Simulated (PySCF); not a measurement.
# OAu2 with other numerical set-ups

Aim: see how much the energy and properties of OAu2 depend on the numerical set-up.

The runs use PySCF 2.14.0; method and basis as typed in the scripts.

1 further run of the same task is left out (it didn't finish).

**1. Starting geometry**

OAu2: 3 atoms, charge 0, spin multiplicity 1.

Bond lengths: O1–Au2 2.006 Å, O1–Au3 2.006 Å. Angles: Au2–O1–Au3 102.2°.

**2. Base script**

File input.py:

```python
from pyscf import gto, dft

mol = gto.M(
    atom='O 0 0 -1.2192; Au 1.561 0 0.0402; Au -1.561 0 0.0402',
    basis='lanl2dz',
    ecp={'Au': 'lanl2dz'},
    charge=0,
    spin=0,
    verbose=4,
)
mf = dft.RKS(mol, xc='pw6b95')
mf.kernel()
mf.dip_moment()
print('orbital energies (hartree):', mf.mo_energy[..., max(0, mol.nelec[1]-3):mol.nelec[0]+3].round(4))
```

Command:

```
> python input.py
```

Its log is not repeated here.

It gives: E(SCF) = -346.187870 Eh, 13 cycles, μ = 3.16 D.

**3. Def2-svpd**

Run 1 changes basis set: lanl2dz → def2-svpd. The core potential changes with it: totals don't compare.

File input.py:

```python
from pyscf import gto, dft

mol = gto.M(
    atom='O 0 0 -1.2192; Au 1.561 0 0.0402; Au -1.561 0 0.0402',
    basis='def2-svpd',
    ecp={'Au': 'def2-svpd'},
    charge=0,
    spin=0,
    verbose=4,
)
mf = dft.RKS(mol, xc='pw6b95')
mf.kernel()
mf.dip_moment()
print('orbital energies (hartree):', mf.mo_energy[..., max(0, mol.nelec[1]-3):mol.nelec[0]+3].round(4))
```

Command:

```
> python input.py
```

**4. Density fitting def2-universal-jkfit**

Run 2 changes density fitting: none → def2-universal-jkfit.

Changes to input.py since step 2:

```diff
@@ -11,2 +11,3 @@
 mf = dft.RKS(mol, xc='pw6b95')
+mf = mf.density_fit(auxbasis='def2-universal-jkfit')
 mf.kernel()
```

**Question.** What will these runs give? Wanted: for each run, E(SCF); from base; gap; SCF dipole.

The runs gave:

```csv
run,E(SCF) (hartree),from base (eV),cycles,gap (eV),SCF dipole (D),functions
base,-346.187870,0,13,3.63,3.16,53
def2-svpd,-346.748827,not comparable,12,3.69,3.22,93
density fitting def2-universal-jkfit,-346.187764,not comparable,13,3.63,3.16,53
```

What this shows: Rows marked «poor choice» come from settings spoiled on purpose.
